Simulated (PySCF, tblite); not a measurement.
# C5H8F3NSi: geometry, infrared bands and NMR shifts

Aim: predict the infrared bands and NMR shifts of C5H8F3NSi (`C[Si](C)(N)C#CC(F)(F)F`).

Computed with tblite 0.8.0 and PySCF 2.14.0, with density-fitted response routines of our own, on a single molecule in the gas phase. Atoms are numbered from 0 throughout.

## Step 1: The molecule as given

18 atoms, charge 0, multiplicity 1; geometry from: force field or distance geometry start.

Bonds of the start (Å): C0–Si1 1.85, Si1–C2 1.87, Si1–N3 1.71, Si1–C4 1.88, C4–C5 1.20, C5–C6 1.46, C6–F7 1.35, C6–F8 1.36, C6–F9 1.34, C0–H10 1.09, C0–H11 1.09, C0–H12 1.10, C2–H13 1.09, C2–H14 1.11, C2–H15 1.09, N3–H16 1.01, N3–H17 1.03.

## Step 2: Relaxing the molecule with GFN2-xTB

The job: settings as JSON, then the geometry in Å.

```
{"job": {"kind": "relax", "xc": "GFN2-xTB", "basis": "xTB"}, "charge": 0, "multiplicity": 1}
C     -1.544900     1.496400    -0.927200
Si    -0.865400    -0.107400    -0.317300
C     -1.797100    -0.698500     1.191700
N     -0.990600    -1.285300    -1.544100
C      0.965700     0.040900     0.096200
C      2.137800     0.129800     0.324500
C      3.570500     0.237000     0.606300
F      4.172400    -0.972500     0.539400
F      3.782500     0.721100     1.854500
F      4.176400     1.056500    -0.266400
H     -1.474200     2.277100    -0.164400
H     -1.022200     1.840900    -1.814900
H     -2.616400     1.398900    -1.178000
H     -1.724400     0.028700     2.002300
H     -2.870800    -0.816500     0.956800
H     -1.423100    -1.651800     1.562600
H     -1.962700    -1.535800    -1.689600
H     -0.522300    -2.153100    -1.243900
```

Launch:

```
$ OMP_NUM_THREADS=1 python probes_run.py task.json out
```

This one command runs all jobs of the session in turn.

**Question.** This job is followed by: GFN2-xTB harmonic vibrations, gas phase; GIAO PBE0/pcSseg-1 NMR shielding, non-relativistic, gas phase. Predict these results of the whole session: strongest single infrared mode (GFN2-xTB); zero-point energy (GFN2-xTB); ¹³C shifts against TMS (PBE0/pcSseg-1, means over atoms taken as alike); ¹H shifts against TMS (PBE0/pcSseg-1, means over atoms taken as alike); ²⁹Si shifts against TMS (PBE0/pcSseg-1); ¹⁵N shifts against NH3 (PBE0/pcSseg-1); ¹⁹F shifts against CFCl3 (PBE0/pcSseg-1, means over atoms taken as alike).

**Answer**, as computed:

| quantity | value |
| --- | --- |
| strongest single infrared mode (GFN2-xTB) | 1182 cm⁻¹, 486 km/mol |
| zero-point energy (GFN2-xTB) | 76.3 kcal/mol |
| ¹³C shifts against TMS (PBE0/pcSseg-1, means over atoms taken as alike) | 123.2, 103.0, 94.9, 2.3 ppm |
| ¹H shifts against TMS (PBE0/pcSseg-1, means over atoms taken as alike) | 0.52, 0.28 ppm |
| ²⁹Si shifts against TMS (PBE0/pcSseg-1) | -18.2 ppm |
| ¹⁵N shifts against NH3 (PBE0/pcSseg-1) | 21.0 ppm |
| ¹⁹F shifts against CFCl3 (PBE0/pcSseg-1, means over atoms taken as alike) | -62.0 ppm |

What this shows: Relaxing lowered the energy by 0.255 eV in 60 steps; the close pair that moved most is C0–Si1, from 1.846 to 1.896 Å. The lowest mode is slightly imaginary (3i cm⁻¹), a soft motion within the noise of the Hessian, so the minimum is not strictly shown. The strongest single mode, at 1182 cm⁻¹, moves mainly C6. GFN2-xTB is a fitted tight-binding method: band positions and strengths are rough. Its intensities can rank the bands wrongly. At PBE0/pcSseg-1: The widest tensor belongs to C5: span 273 ppm, with a paramagnetic part of -174 ppm.
